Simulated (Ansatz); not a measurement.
# InSiH₄ radical (SMILES [SiH3][InH]): one structure at several levels

The task here is to estimate one member of a computed series from the others.

Computed with Ansatz 0.2.0, Gaussian basis. Level: single points in def2-TZVPP.

Cores are frozen in the correlated methods. Filled d shells of the heavier atoms are correlated. Core potentials replace the inner electrons past krypton, and spin-orbit coupling is left out. Orbitals are unrestricted.

## The starting structure

SMILES `[SiH3][InH]`, 6 atoms, charge 0, spin multiplicity 2.

Atoms are counted from 1 here; the program's logs count them from 0.

Bond lengths: Si1–In2 2.827 Å, Si1–H3 1.481 Å, Si1–H4 1.462 Å, In2–H6 2.226 Å. Angles: In2–Si1–H3 131.7°, In2–Si1–H4 90.6°, H3–Si1–H4 120.3°, Si1–In2–H6 68.7°.

Geometry (Å):

```xyz
6
charge 0, multiplicity 2
Si   -0.29780   -0.24290   -0.34100
In    1.80800   -0.06670    1.53640
H    -1.53600    0.55180   -0.51130
H    -0.37110   -1.68990   -0.14770
H     0.57510    0.41080   -1.80200
H     0.08770    1.21620    2.12780
```

Set-up of the first run:

File run/in.yaml:

```yaml
crystal:
  periodic: [false, false, false]
  atoms:
    - {symbol: Si, position_ang: [-0.297800, -0.242900, -0.341000]}
    - {symbol: In, position_ang: [1.808000, -0.066700, 1.536400]}
    - {symbol: H, position_ang: [-1.536000, 0.551800, -0.511300]}
    - {symbol: H, position_ang: [-0.371100, -1.689900, -0.147700]}
    - {symbol: H, position_ang: [0.575100, 0.410800, -1.802000]}
    - {symbol: H, position_ang: [0.087700, 1.216200, 2.127800]}
basis:
  gaussian: {orbitals: def2-TZVPP}
magnetization: {spin_polarized: true, initial_magnetization: 1}
correlation: {method: ccsd_t}
scf: {omitted_lower_state_checks: [cluster_reference]}
output: {forces: true}
```

No record of the launch command was kept for these runs.

Among the steps run: CCSD(T)/def2-TZVPP; PBE0-D4/def2-TZVPP; wB97M-V/def2-TZVPP; r2SCAN-D4/def2-TZVPP; PBE-D4/def2-TZVPP; BHLYP-D4/def2-TZVPP; r2SCAN0-D4/def2-TZVPP.

One of the session's tables, all rows but one given; the rest of the session is left out.

| method | RMS force component (eV/Å) | angle to CCSD(T) forces (°) | dipole (D) |
| --- | --- | --- | --- |
| CCSD(T) | 1.128 | reference | 1.29 |
| PBE0-D4 | 1.090 | 3.5 | 1.35 |
| wB97M-V | 1.149 | 2.1 | 1.43 |
| r2SCAN-D4 | 1.103 | 3.3 | 1.29 |
| PBE-D4 | ? | ? | ? |
| BHLYP-D4 | 1.111 | 4.8 | 1.46 |
| r2SCAN0-D4 | 1.143 | 1.7 | 1.32 |

Estimate the missing values for PBE-D4.

As computed: RMS force component (eV/Å): 1.022; angle to CCSD(T) forces (°): 8.7; dipole (D): 1.29. In the column «RMS force component (eV/Å)» it is the lowest.
